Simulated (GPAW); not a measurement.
# Two attempts at GeH2ClO (SMILES [OH][GeH][Cl])

Wanted: energy and one-electron properties of GeH2ClO, UPBEsol/real-space grid (scalar-relativistic datasets).

The calculation is run with GPAW 26.7.0.

3 further runs of the same task are left out: 2 that didn't finish, 1 set aside as unsound or not needed. Runs told in other sessions of the task aren't counted.

## (1) The structure to begin with

GeH2ClO has 5 atoms, charge 0, and is taken as a doublet. SMILES: `[OH][GeH][Cl]`. The shape comes from GFN2-xTB, which is rough for such elements, and wasn't checked as a minimum. This is one conformer, not always the lowest.

Bond lengths: O1–Ge2 1.782 Å, Ge2–Cl3 2.137 Å, O1–H4 0.954 Å, Ge2–H5 1.671 Å. Angles: O1–Ge2–Cl3 98.4°, O1–Ge2–H5 102.2°, Cl3–Ge2–H5 105.2°, Ge2–O1–H4 121.4°.

## (2) The input as first written

The input, calc.py:

```python
import numpy as np
from ase.io.zmatrix import parse_zmatrix
from ase.units import Debye
from gpaw import GPAW, setup_paths
from gpaw.atom.configurations import parameters
from gpaw.atom.generator import Generator

# Atomic positions
zmat = """
O
Ge 1 r2
Cl 2 r3 1 a3
H 1 r4 2 a4 3 d4
H 2 r5 1 a5 4 d5
"""
values = dict(r2=1.781778, r3=2.137245, a3=98.38385, r4=0.953959, a4=121.37602, d4=179.03815, r5=1.671106, a5=102.19467, d5=-73.3037)
atoms = parse_zmatrix(zmat, defs=values)
atoms.set_cell([13.0, 13.0, 13.0])
atoms.center()
atoms.set_initial_magnetic_moments([0.333333, 0.333333, 0.333333, 0.0, 0.0])

# Generate the setups first
for symbol in ["Cl", "Ge", "H", "O"]:
    Generator(symbol, xcname="PBEsol", scalarrel=True, nofiles=True, txt=None).run(**parameters[symbol])
setup_paths.insert(0, ".")

# Calculator
calculator = GPAW(mode="fd",
                  h=0.4,
                  xc="PBEsol",
                  occupations={"name": "fermi-dirac", "width": 0.0, "fixmagmom": True},
                  maxiter=50,
                  txt="-")
atoms.calc = calculator

energy = atoms.get_potential_energy()
print(f"Energy                  {energy:.5f} eV")
forces = atoms.get_forces()
print("Forces (eV/Ang)")
for symbol, f in zip(atoms.symbols, forces):
    print(f'{symbol:2} {f[0]:9.4f} {f[1]:9.4f} {f[2]:9.4f}')
dipole = atoms.get_dipole_moment() / Debye
print(f"Dipole = {np.linalg.norm(dipole):.3f} D")
```

The run is started by

```bash
python3 calc.py
```

Log:

```text
[...]
Number of symmetries: 1
[...]
  Number of IBZ points: 1
[...]
Spin-components: 2 (collinear spins)
Bands:           14
[...]
  Valence electrons: 19.0
[...]
  Grid points: [32 32 32]
  Charge: 0.0  # |e|
[...]
    cutoffs:
[...]
occupation numbers:
  Fixed magnetic moment: 1.000
[...]
xc functional:
  name: PBEsol with 2 nearest neighbor stencil
[...]
|iter     |     time |      energy | eigst |  dens |  magmom |
[...]
|iter:   1| 00:00:01 |   10.782798 | +1.24 |       |  +0.9944|
[...]
|iter:  17| 00:00:07 |   13.523672c| -7.50c| -5.22c|  +1.0000|
Converged in 17 steps
[...]
Energy contributions relative to reference atoms: (reference = -71650.319890)
Energy contributions:
  Kinetic:         122.412681
  Coulomb:         -67.099530
  Zero:            -21.266808
  External:          0.000000
  Xc:              -20.522670
  Entropy:           0.000000
  Spinorbit:         0.000000
  ----------------------------
  Free energy:      13.523672
  Extrapolated:     13.523672
dipole moment: (-0.367033, -0.401578, -0.309792)  # |e|*Ang
Total magnetic moment: (0.000000, 0.000000, 0.999999)
Local magnetic moments
|        x |        y |        z |
|----------|----------|----------|
| 0.000000 | 0.000000 | 0.198507 |  # O    0
| 0.000000 | 0.000000 | 0.110119 |  # Ge   1
| 0.000000 | 0.000000 | 0.041424 |  # Cl   2
| 0.000000 | 0.000000 | 0.047777 |  # H    3
| 0.000000 | 0.000000 | 0.056725 |  # H    4
Fermi levels: -4.959, -4.136
Eigenvalues  # (at kpt = [0.000, 0.000, 0.000])
| band index |      eig [eV] | occ [0-1] |      eig [eV] | occ [0-1] |
|------------|---------------|-----------|---------------|-----------|
|          0 |       -34.201 |     1.000 |       -33.906 |     1.000 |
|          1 |       -20.792 |     1.000 |       -20.537 |     1.000 |
|          2 |       -20.256 |     1.000 |       -20.157 |     1.000 |
|          3 |       -13.229 |     1.000 |       -12.987 |     1.000 |
|          4 |        -9.068 |     1.000 |        -8.891 |     1.000 |
|          5 |        -8.318 |     1.000 |        -8.144 |     1.000 |
|          6 |        -8.149 |     1.000 |        -8.002 |     1.000 |
|          7 |        -7.104 |     1.000 |        -6.781 |     1.000 |
|          8 |        -6.303 |     1.000 |        -6.077 |     1.000 |
|          9 |        -4.959 |     1.000 |        -4.136 |     0.000 |
|         10 |        -2.000 |     0.000 |        -1.623 |     0.000 |
|         11 |        -1.406 |     0.000 |        -1.205 |     0.000 |
[...]
Gap: 1.117 eV
Transition (v -> c):
[...]
Forces (eV/Ang)
O    11.8415 -189.3227  314.5749
Ge    7.1902   -2.2015    0.9051
Cl    8.2522    0.7973    6.2264
H    -4.0552  -46.4193   26.6171
H    42.5034   63.1121  -42.6225
Dipole = 3.007 D
```

Run time: 8.4 s. Hardware: 1 thread of Arm Neoverse V2, shared host; peak memory 0.2 GiB.

## (3) Diagnosis

It ran to the end. The result can't be trusted all the same.

The cause is that the grid is far too coarse. To mend it: grid spacing 0.2 in place of 0.4.

## (4) Second attempt

The input, run_sp.py:

```python
import numpy as np
from ase.io.zmatrix import parse_zmatrix
from ase.units import Debye
from gpaw import GPAW, setup_paths
from gpaw.atom.configurations import parameters
from gpaw.atom.generator import Generator

# Geometry
atoms = parse_zmatrix("""
O
Ge 1 1.781778
Cl 2 2.137245 1 98.38385
H 1 0.953959 2 121.37602 3 179.03815
H 2 1.671106 1 102.19467 4 -73.3037
""")
atoms.set_cell([13.0, 13.0, 13.0])
atoms.center()
atoms.set_initial_magnetic_moments([0.333333, 0.333333, 0.333333, 0.0, 0.0])

# No datasets are shipped for this functional: make them
for symbol in ['Cl', 'Ge', 'H', 'O']:
    Generator(symbol, xcname='PBEsol', scalarrel=True, nofiles=True, txt=None).run(**parameters[symbol])
setup_paths.insert(0, '.')

# Ground state
calculator = GPAW(mode='fd',
                  h=0.2,
                  xc='PBEsol',
                  occupations={'name': 'fermi-dirac', 'width': 0.0, 'fixmagmom': True},
                  maxiter=150,
                  symmetry='off',
                  txt='-')
atoms.calc = calculator

energy = atoms.get_potential_energy()
print(f'Energy: {energy:.5f} eV')
forces = atoms.get_forces()
print('Forces (eV/Ang)')
for symbol, f in zip(atoms.symbols, forces):
    print(f'{symbol:2} {f[0]:9.4f} {f[1]:9.4f} {f[2]:9.4f}')
dipole = atoms.get_dipole_moment() / Debye
print(f'Dipole                  {np.linalg.norm(dipole):.3f} D')

# Other functionals on this density
nsc = {}
for xc in ['AM05', 'GGA_XC_B97_D', 'TPSS', 'LDA', 'WC', 'MGGA_X_SCAN+MGGA_C_SCAN', 'M06-L', 'MGGA_X_MS2+GGA_C_REGTPSS', 'PBE', 'LDA_X+LDA_C_VWN', 'revTPSS', 'PBEsol']:
    nsc[xc] = energy + calculator.get_xc_difference(xc)
    print(f'{xc:32} {nsc[xc]:12.4f} eV')
```

The run is started by

```bash
python3 run_sp.py
```

Log:

```text
[...]
Number of symmetries: 1
[...]
  Number of IBZ points: 1
[...]
Spin-components: 2 (collinear spins)
Bands:           14
[...]
  Valence electrons: 19.0
[...]
  Grid points: [64 64 64]
  Charge: 0.0  # |e|
[...]
    cutoffs:
[...]
occupation numbers:
  Fixed magnetic moment: 1.000
[...]
xc functional:
  name: PBEsol with 2 nearest neighbor stencil
[...]
|iter     |     time |      energy | eigst |  dens |  magmom |
[...]
|iter:   1| 00:00:04 |  -22.959187 | +0.77 |       |  +0.9954|
[...]
|iter:  14| 00:00:33 |  -21.017472c| -7.41c| -5.27c|  +1.0000|
Converged in 14 steps
[...]
Energy contributions relative to reference atoms: (reference = -71650.319890)
Energy contributions:
  Kinetic:          30.967825
  Coulomb:         -32.492693
  Zero:              0.883325
  External:          0.000000
  Xc:              -20.375929
  Entropy:           0.000000
  Spinorbit:         0.000000
  ----------------------------
  Free energy:     -21.017472
  Extrapolated:    -21.017472
dipole moment: (-0.017460, -0.579354, -0.012924)  # |e|*Ang
Total magnetic moment: (0.000000, 0.000000, 0.999999)
Local magnetic moments
|        x |        y |         z |
|----------|----------|-----------|
| 0.000000 | 0.000000 |  0.086077 |  # O    0
| 0.000000 | 0.000000 |  0.172656 |  # Ge   1
| 0.000000 | 0.000000 |  0.052435 |  # Cl   2
| 0.000000 | 0.000000 | -0.000738 |  # H    3
| 0.000000 | 0.000000 |  0.069814 |  # H    4
Fermi levels: -5.760, -4.700
Eigenvalues  # (at kpt = [0.000, 0.000, 0.000])
[...]
Gap: 1.784 eV
Transition (v -> c):
[...]
Forces (eV/Ang)
O    -0.1725    1.0594   -0.2321
Ge    0.1520   -0.6853    1.0970
Cl    0.2132    0.5052   -0.0220
H    -0.2260   -1.0019    0.0102
H     0.0462    0.1595   -0.8273
Dipole                  2.785 D
AM05                                  30.0564 eV
GGA_XC_B97_D                        -130.7163 eV
TPSS                                -103.6754 eV
LDA                                   39.5860 eV
WC                                   -64.3172 eV
MGGA_X_SCAN+MGGA_C_SCAN             -108.7520 eV
M06-L                               -100.2288 eV
MGGA_X_MS2+GGA_C_REGTPSS             -96.0704 eV
PBE                                  -88.3159 eV
LDA_X+LDA_C_VWN                       38.9864 eV
revTPSS                              -83.4764 eV
PBEsol                               -21.0175 eV
```

It took 56 s on 1 thread of Arm Neoverse V2, shared host; peak memory 1 GiB.

## (5) Summary of results

At UPBEsol/real-space grid (scalar-relativistic datasets):

```
                                              quantity        value
energy as printed (from the program's reference atoms)  -21.0175 eV
                                         dipole moment       2.78 D
                    HOMO energy (highest over α and β)     -5.76 eV
                     LUMO energy (lowest over α and β)     -4.70 eV
```

In words: The first attempt's energy was +34.541 eV off this one.
